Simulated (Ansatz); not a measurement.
# BrHO: the cost of one run

Program: Ansatz 0.2.0, Gaussian basis. Level of theory: cc-pVTZ, all electrons in the functionals, frozen cores in the correlation of double hybrids and RPA. These are calculated values, not measurements.

Plan: wB97M-V, B2PLYP, RPA-PBE, at 1.421 Å; 1.470 Å; 1.569 Å; 1.669 Å; 1.768 Å.

**1. What is computed**

The geometry derives from fragments relaxed apart (PBE0/def2-TZVP) and kept rigid, so it is no stationary point. A hydrogen atom is moved between rigid fragments. No spin-orbit coupling is included. The filled d shell of Br may be among the frozen orbitals whatever the setting's name suggests; the logs give the count.

3 atoms, charge 0, spin multiplicity 3.

Atoms are counted from 1 here; the program's logs count them from 0.

Bond lengths: Br1–H2 1.421 Å.

Geometry (Å):

```xyz
3
BrHO
Br    0.0000    0.0000   -1.3929
H     0.0000    0.0000    0.0277
O     0.0000    0.0000    1.3651
```

No dispersion term is added; wB97M-V holds VV10 nonlocal correlation.

The geometry shown and the zero of energy belong to the point 1.421 Å. The yardstick, UCCSDT(Q), and other wave-function levels (R restricted, U unrestricted, valence and pair active spaces) come from earlier runs.

**2. wB97M-V, 1.421 Å**

The input, in.yaml:

```yaml
crystal:
  periodic: [false, false, false]
  atoms:
    - {symbol: Br, position_ang: [0.000000, 0.000000, -1.392867]}
    - {symbol: H, position_ang: [0.000000, 0.000000, 0.027733]}
    - {symbol: O, position_ang: [0.000000, 0.000000, 1.365133]}
basis:
  gaussian: {orbitals: cc-pVTZ}
magnetization: {spin_polarized: true, initial_magnetization: 2}
hamiltonian: {xc: {name: wB97M-V}}
output: {forces: true, orbitals: {seedname: orbitals}}
```

Launch:

```sh
$ ansatz run in.yaml --threads 1 --pin off --events-out ev --progress --plain --max-ram 2816MiB --backend cpu
```

What time and memory should one allow on 1 thread of AMD EPYC 7R13, shared host?

About 17 s, with a peak of 0.38 GiB.
